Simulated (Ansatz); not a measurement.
# In (sc type): how the settings move a single-point run

How sensitive is a single-point run of In (sc type) to its settings? A reference run comes first, then one run with altered input.

Program: Ansatz 0.2.0. Level of theory: reference: DFT, LDA, PAW with Ansatz's default frozen-core files, scalar-relativistic. These are calculated values, not measurements.

### 1 Starting point

The structure is cubic, space group Pm-3m (No. 221). Conventional cell: a = 2.612 Å, b = 2.612 Å, c = 2.612 Å, α = 90.00°, β = 90.00°, γ = 90.00°. In (site symmetry m-3m) is surrounded by 6 In at 2.61 Å.

As a file:

```xyz
1
Lattice="2.6123 0.0000 0.0000 0.0000 2.6123 0.0000 0.0000 0.0000 2.6123" Properties=species:S:1:pos:R:3 pbc="T T T"
In    0.0000    0.0000    0.0000
```

### 2 Reference

input.yaml

```yaml
crystal:
  lattice:
    - [2.6123144249, 0.0, 0.0]
    - [0.0, 2.6123144249, 0.0]
    - [0.0, 0.0, 2.6123144249]
  atoms:
    - { symbol: In, position: [0.0, 0.0, 0.0] }
kpoints:
  mp_grid: { grid: [14, 14, 14] }
scf:
  occupations: { method: fermi_dirac, width: 0.05 }
hamiltonian:
  xc: lda
  pseudopotentials: { kind: paw }
output:
  forces: true
  stress: true
  eigenvalues: true
  populations: true
```

The run is started by

```console
$ ansatz run input.yaml --threads 1 --pin off --max-ram 2048MiB --backend cpu --events-out ev --progress --plain --runs-dir out
```

### 3 Variant: occupations.method tetrahedron_uncorrected, dispersion d3bj, width left out

Edit input.yaml of step 2 so:

```diff
@@ -10,3 +10,3 @@
 scf:
-  occupations: { method: fermi_dirac, width: 0.05 }
+  occupations: { method: tetrahedron_uncorrected }
 hamiltonian:
@@ -14,2 +14,3 @@
   pseudopotentials: { kind: paw }
+  dispersion: d3bj
 output:
```

Q: Predict the outcome of this session. Wanted: for each run, ending; energy change; pressure; gap; force.

As calculated:

```tsv
run	ending	energy change	pressure (GPa)	gap (eV)	force (eV/Å)	cycles	time
reference	converged	0	47.7	0.00	0.00	7	2 s
1: occupations.method tetrahedron_uncorrected, dispersion d3bj, width left out	converged	-394.1 meV/atom (σ→0) (dispersion and other settings together)	43.6	0.00	0.00	6	1.6 s
```

Residual by cycle in the longest SCF loop of each run; runs are numbered as in the table. The quantity is the density residual dr2, in eV.

```tsv
cycle	reference	run 1
1	0.00397	0.0042
2	9.5e-4	0.00102
3	4.6e-5	3.9e-5
4	2.2e-5	1.5e-5
5	4.1e-6	1.7e-6
6	2.1e-7	4.7e-8
7	2.9e-9	-
```

Changing the smearing and dispersion term moves the energy by -394.1 meV/atom (σ→0 values), and the pressure goes from 47.7 to 43.6 GPa. The dispersion term itself accounts for -503.6 meV/atom of it. Its damping parameters are borrowed, as the log notes. Cost: 6 SCF cycles against 7. The structure is not at rest: the sound run finds 48 GPa, so these are no properties of the relaxed crystal. 
